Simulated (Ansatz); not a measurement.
# GeH5NOSi: up Jacob's ladder to CCSD(T)

Aim: compute GeH5NOSi with functionals from several rungs and with coupled cluster. The yardstick is the atomisation energy at the CCSD(T) limit.

Computed with Ansatz 0.2.0, Gaussian basis. Level: functionals in def2-TZVPP, the program's frozen cores in correlated methods.

The runs, in order: LDA (SPW92), PBE-D4, revPBE-D4, BLYP-D4, r2SCAN-D4, B97M-V, PBE0-D4, B3LYP-D4, r2SCANh-D4, r2SCAN0-D4, HSE06-D4, BHLYP-D4, CAM-B3LYP-D4, LC-ωPBE, ωB97X-V, ωB97M-V, B2PLYP, PBE-QIDH; CCSD(T)/def2-SVP; CCSD(T)/def2-TZVPP; MP2/def2-QZVPP; extrapolation to the limit; RPA on PBE.

**1. The geometry**

An earlier PBE0-D4 in a triple-zeta def2 set relaxation fixed the geometry.

SMILES `N[SiH]1[O][GeH2]1`, 9 atoms, charge 0, spin multiplicity 1.

Atoms are counted from 1 here; the program's logs count them from 0.

Bond lengths: N1–Si2 1.688 Å, N1–H5 1.006 Å, N1–H6 1.006 Å, Si2–O3 1.629 Å, Si2–Ge4 2.283 Å, Si2–H7 1.482 Å, O3–Ge4 1.916 Å, Ge4–H8 1.542 Å, Ge4–H9 1.542 Å. Angles: Si2–N1–H5 123.6°, Si2–N1–H6 121.8°, H5–N1–H6 113.2°, N1–Si2–O3 117.8°, N1–Si2–Ge4 127.6°, N1–Si2–H7 106.4°, O3–Si2–Ge4 55.7°, O3–Si2–H7 120.0°, Ge4–Si2–H7 121.2°, Si2–O3–Ge4 79.7°, Si2–Ge4–O3 44.6°, Si2–Ge4–H8 125.6°, Si2–Ge4–H9 123.1°, O3–Ge4–H8 107.9°, O3–Ge4–H9 106.6°, H8–Ge4–H9 108.4°.

Geometry (Å):

```mol
GeH5NOSi
  3D, bonds by distance, orders not assigned

  9  9  0  0  0  0  0  0  0  0999 V2000
   -0.8541    1.6364    0.0739 N   0  0
    0.3126    0.4995   -0.3700 Si  0  0
    1.1354   -0.2484    0.8202 O   0  0
    0.2756   -1.7522    0.0018 Ge  0  0
   -1.4906    1.5092    0.8423 H   0  0
   -1.1126    2.3959   -0.5327 H   0  0
    1.0410    1.0761   -1.5245 H   0  0
    1.3710   -2.7510   -0.4225 H   0  0
   -0.5898   -2.4121    1.0946 H   0  0
  1  2  8  0
  2  3  8  0
  3  4  8  0
  1  5  8  0
  1  6  8  0
  2  7  8  0
  4  8  8  0
  4  9  8  0
  2  4  8  0
M  END
```

**2. LDA**

This LDA is Slater exchange with PW92 correlation.

Contents of in.yaml:

```yaml
crystal:
  periodic: [false, false, false]
  atoms:
    - {symbol: N, position_ang: [-0.854106, 1.636410, 0.073883]}
    - {symbol: Si, position_ang: [0.312553, 0.499535, -0.370024]}
    - {symbol: O, position_ang: [1.135351, -0.248352, 0.820167]}
    - {symbol: Ge, position_ang: [0.275552, -1.752190, 0.001829]}
    - {symbol: H, position_ang: [-1.490576, 1.509179, 0.842286]}
    - {symbol: H, position_ang: [-1.112576, 2.395910, -0.532685]}
    - {symbol: H, position_ang: [1.041010, 1.076097, -1.524523]}
    - {symbol: H, position_ang: [1.371011, -2.750972, -0.422538]}
    - {symbol: H, position_ang: [-0.589818, -2.412116, 1.094604]}
basis:
  gaussian: {orbitals: def2-TZVPP}
hamiltonian: {xc: lda}
output: {orbitals: {seedname: orbitals}}
```

Launch:

```bash
ansatz run in.yaml --threads 4 --pin off --events-out ev --progress --plain --max-ram 10444MiB
```

The runs that follow: PBE-D4 (GGA); revPBE-D4 (GGA); BLYP-D4 (GGA); r2SCAN-D4 (meta-GGA); B97M-V (meta-GGA); B3LYP-D4 (hybrid); r2SCANh-D4 (hybrid); r2SCAN0-D4 (hybrid); HSE06-D4 (hybrid); BHLYP-D4 (hybrid); CAM-B3LYP-D4 (range-separated); LC-ωPBE (range-separated); ωB97X-V (range-separated); ωB97M-V (range-separated); B2PLYP (double hybrid); PBE-QIDH (double hybrid); CCSD(T) in def2-SVP; CCSD(T) in def2-TZVPP; MP2 in def2-QZVPP; RPA on PBE orbitals.

Q: Predict the results of all the runs planned. Wanted: atomisation energy, CCSD(T)/CBS; farthest beyond LDA; mean size of error, GGA; mean size of error, meta-GGA; mean size of error, hybrid; mean size of error, range-separated; mean size of error, double hybrid; gap, smallest and largest; T1 diagnostic.

The runs gave:

```
                               quantity                                                                         value
        atomisation energy, CCSD(T)/CBS                                                                 2945.5 kJ/mol
 functionals within 29.5 kJ/mol (1.0 %)  PBE-D4, BLYP-D4, r2SCAN-D4, B97M-V, B3LYP-D4, CAM-B3LYP-D4, ωB97X-V, ωB97M-V
                    farthest beyond LDA                                                      BHLYP-D4 (-126.5 kJ/mol)
                mean size of error, GGA                                                                   33.2 kJ/mol
           mean size of error, meta-GGA                                                                    9.9 kJ/mol
             mean size of error, hybrid                                                                   61.4 kJ/mol
    mean size of error, range-separated                                                                   19.6 kJ/mol
      mean size of error, double hybrid                                                                   58.9 kJ/mol
              gap, smallest and largest                                     3.83 eV (LDA (SPW92)), 10.41 eV (LC-ωPBE)
                          T1 diagnostic                                                                        0.0140
triples share of the correlation energy                                                                         3.9 %
```

**Reading.** LDA overbinds by 432.2 kJ/mol (15 %). PBE-D4 is off by +18.3 kJ/mol. Double hybrids carry the basis error of their MP2 part in triple zeta, and no dispersion term here, so their miss is partly the set-up's. The rungs meta-GGA, range-separated miss on average by less than the doubt on the reference (29.5 kJ/mol), so they tie. Misses under about 29.5 kJ/mol are within the doubt on the reference itself, which lacks core-valence correlation, relativity and higher excitations, and its outer-core shells are covered unevenly. Hartree-Fock recovers 67 % of the binding; the rest is correlation. CCSD(T) in def2-SVP is off by -294.4 kJ/mol, so the small basis spoils what the method gains. The gap grows from 3.8 to 10.4 eV across the functionals, mostly with the share of exact exchange. Correlated methods include outer-core shells of Ge, which these sets cover unevenly.
